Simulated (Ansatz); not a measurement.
H4O2Si2Te, SMILES O[Si]1(O)[SiH2][Te]1: vertical energies of changing the electron count, run with Ansatz 0.2.0, Python API.

`h4o2si2te.xyz`
```text
9

O     0.71100    1.87140    0.73470
Si    0.62750    0.32680    0.07000
O     1.71880   -0.79240    0.71190
Si   -1.27430   -0.44960   -0.47000
Te    0.17340    0.14160   -2.39160
H     0.32120    1.82720    1.64510
H     1.70560   -1.58860    0.14640
H    -2.40940    0.50840   -0.25460
H    -1.48520   -1.89110   -0.20900
```

`ip_h4o2si2te.py`
```python
"""Vertical ionisation energy of H4O2Si2Te."""

import ansatz as az


def single_point(molecule, charge=0, unpaired=0):
    calc = (
        molecule.calculation()
        .basis(gaussian="def2-SVPD")
        .functional("r2SCAN", dispersion="d4")
    )
    if charge:
        calc = calc.charge(charge)
    if unpaired:
        calc = calc.spin("collinear", total=unpaired)
    report = calc.run(threads=1, backend="cpu").report
    if report["published_state_doubts"]:
        print("  doubts:", report["published_state_doubts"])
    return report["free_energy_ev"]

geometry = az.Crystal.molecule_from_extxyz("h4o2si2te.xyz")

# delta-SCF style differences, no relaxation
parent = single_point(geometry, 0, 0)
cation = single_point(geometry, 1, 1)
print(f"E(N)   = {parent:.5f} eV")
print(f"E(N-1) = {cation:.5f} eV  (1 unpaired)")
print(f"vertical ionisation energy {cation - parent:.3f} eV")
```

What does it cost to change the electron count at this fixed geometry?

At this unrelaxed geometry removing an electron costs 8.52 eV.

What the script printed:

```console
$ python ip_h4o2si2te.py
E(N)   = -27202.00261 eV
E(N-1) = -27193.48332 eV  (1 unpaired)
vertical ionisation energy 8.519 eV
```

Reading the output:
- Total energies depend on the basis set; only differences at equal settings carry meaning.
- The geometry is a force-field or estimated start, not a minimum of this method, and the basis set is short of its limit. All parts are taken at fixed geometry, without zero-point energy. At an unrelaxed start these energies can be a whole eV from those at the minimum, and a small affinity can change sign.
- def2 sets replace the cores of elements past krypton by effective core potentials.
- The whole script took 2.7 min on 1 thread of Arm Neoverse N1, on a shared host, peak memory 0.6 GiB.
